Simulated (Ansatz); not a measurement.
**CH7NOSn: a ladder of functionals and wavefunction methods**

How much do the methods differ for CH7NOSn? The plan is to run it at one geometry with functionals of several rungs and with coupled cluster. The yardstick is the atomisation energy at the CCSD(T) limit.

Program: Ansatz 0.2.0, Gaussian basis. Level of theory: functionals in def2-TZVPP, the program's frozen cores in correlated methods. These are calculated values, not measurements.

The runs, in order: LDA (SPW92), PBE-D4, revPBE-D4, BLYP-D4, r2SCAN-D4, B97M-V, PBE0-D4, B3LYP-D4, r2SCANh-D4, r2SCAN0-D4, HSE06-D4, BHLYP-D4, CAM-B3LYP-D4, LC-ωPBE, ωB97X-V, ωB97M-V, B2PLYP, PBE-QIDH; CCSD(T)/def2-SVP; CCSD(T)/def2-TZVPP; MP2/def2-QZVPP; extrapolation to the limit; RPA on PBE.

## (1) The relaxed structure

All runs share one geometry, relaxed beforehand with PBE0-D4 in a triple-zeta def2 set. Sn takes the def2 core potential; no spin-orbit term is included.

SMILES `[NH2][SnH2][CH2]O`, 11 atoms, charge 0, spin multiplicity 1.

Atoms are counted from 1 here; the program's logs count them from 0.

Bond lengths: N1–Sn2 2.035 Å, N1–H5 1.012 Å, N1–H6 1.012 Å, Sn2–C3 2.180 Å, Sn2–H7 1.715 Å, Sn2–H8 1.707 Å, C3–O4 1.415 Å, C3–H9 1.097 Å, C3–H10 1.091 Å, O4–H11 0.960 Å. Angles: Sn2–N1–H5 114.2°, Sn2–N1–H6 113.6°, H5–N1–H6 107.6°, N1–Sn2–C3 114.8°, N1–Sn2–H7 106.4°, N1–Sn2–H8 105.5°, C3–Sn2–H7 106.3°, C3–Sn2–H8 112.2°, H7–Sn2–H8 111.6°, Sn2–C3–O4 112.2°, Sn2–C3–H9 109.7°, Sn2–C3–H10 108.7°, O4–C3–H9 112.2°, O4–C3–H10 106.6°, H9–C3–H10 107.3°, C3–O4–H11 108.8°.

## (2) LDA

This LDA is Slater exchange with PW92 correlation.

File in.yaml:

```yaml
crystal:
  periodic: [false, false, false]
  atoms:
    - {symbol: N, position_ang: [-2.119794, 0.815573, 0.153831]}
    - {symbol: Sn, position_ang: [-0.631379, -0.564878, 0.294966]}
    - {symbol: C, position_ang: [1.375182, 0.212450, -0.056430]}
    - {symbol: O, position_ang: [2.299055, -0.813492, -0.368191]}
    - {symbol: H, position_ang: [-2.089348, 1.372970, -0.689998]}
    - {symbol: H, position_ang: [-2.157072, 1.451807, 0.939609]}
    - {symbol: H, position_ang: [-0.923512, -1.719639, -0.939537]}
    - {symbol: H, position_ang: [-0.792524, -1.253603, 1.848957]}
    - {symbol: H, position_ang: [1.340684, 0.987844, -0.831872]}
    - {symbol: H, position_ang: [1.732775, 0.685994, 0.858960]}
    - {symbol: H, position_ang: [2.031334, -1.232026, -1.189895]}
basis:
  gaussian: {orbitals: def2-TZVPP}
hamiltonian: {xc: lda}
output: {orbitals: {seedname: orbitals}}
```

The run is started by

```sh
$ ansatz run in.yaml --threads 4 --pin off --events-out ev --progress --plain --max-ram 10444MiB
```

Further steps of the session: PBE-D4 (GGA); revPBE-D4 (GGA); BLYP-D4 (GGA); r2SCAN-D4 (meta-GGA); B97M-V (meta-GGA); PBE0-D4 (hybrid); B3LYP-D4 (hybrid); r2SCANh-D4 (hybrid); r2SCAN0-D4 (hybrid); HSE06-D4 (hybrid); BHLYP-D4 (hybrid); CAM-B3LYP-D4 (range-separated); LC-ωPBE (range-separated); ωB97X-V (range-separated); ωB97M-V (range-separated); B2PLYP (double hybrid); PBE-QIDH (double hybrid); CCSD(T) in def2-SVP; CCSD(T) in def2-TZVPP; MP2 in def2-QZVPP; RPA on PBE orbitals.

Q: Predict the results of all the runs planned. Wanted: atomisation energy, CCSD(T)/CBS; farthest beyond LDA; mean size of error, GGA; mean size of error, meta-GGA; mean size of error, hybrid; mean size of error, range-separated; mean size of error, double hybrid; gap, smallest and largest; T1 diagnostic.

The runs gave:

| quantity | value |
| --- | --- |
| atomisation energy, CCSD(T)/CBS | 3508.7 kJ/mol |
| functionals within 35.1 kJ/mol (1.0 %) | PBE-D4, BLYP-D4, B97M-V, B3LYP-D4, CAM-B3LYP-D4, ωB97X-V, ωB97M-V |
| farthest beyond LDA | BHLYP-D4 (-149.0 kJ/mol) |
| mean size of error, GGA | 39.2 kJ/mol |
| mean size of error, meta-GGA | 25.4 kJ/mol |
| mean size of error, hybrid | 74.1 kJ/mol |
| mean size of error, range-separated | 19.2 kJ/mol |
| mean size of error, double hybrid | 77.2 kJ/mol |
| gap, smallest and largest | 4.32 eV (BLYP-D4), 11.17 eV (LC-ωPBE) |
| T1 diagnostic | 0.0122 |
| triples share of the correlation energy | 3.4 % |

What this shows: The LDA atomisation energy is off by 520.9 kJ/mol (15 %): it overbinds. PBE-D4 misses by +31.7 kJ/mol. Double hybrids carry the basis error of their MP2 part in triple zeta, and no dispersion term here, so their miss is partly the set-up's. The rungs range-separated, meta-GGA miss on average by less than the doubt on the reference (35.1 kJ/mol), so they tie. The reference freezes the cores and leaves out spin-orbit coupling and excitations past (T), and its outer-core shells are covered unevenly, so misses under about 35.1 kJ/mol can't be ranked. All levels share the lack of spin-orbit coupling, which lowers the free heavy atoms and so the true binding. Hartree-Fock recovers 67 % of the binding; the rest is correlation. CCSD(T) in def2-SVP is off by -284.4 kJ/mol, more than most functionals: a good method in a small basis is no reference. The gap grows from 4.3 to 11.2 eV across the functionals, mostly with the share of exact exchange. Correlated methods include outer-core shells of Sn, which these sets cover unevenly.
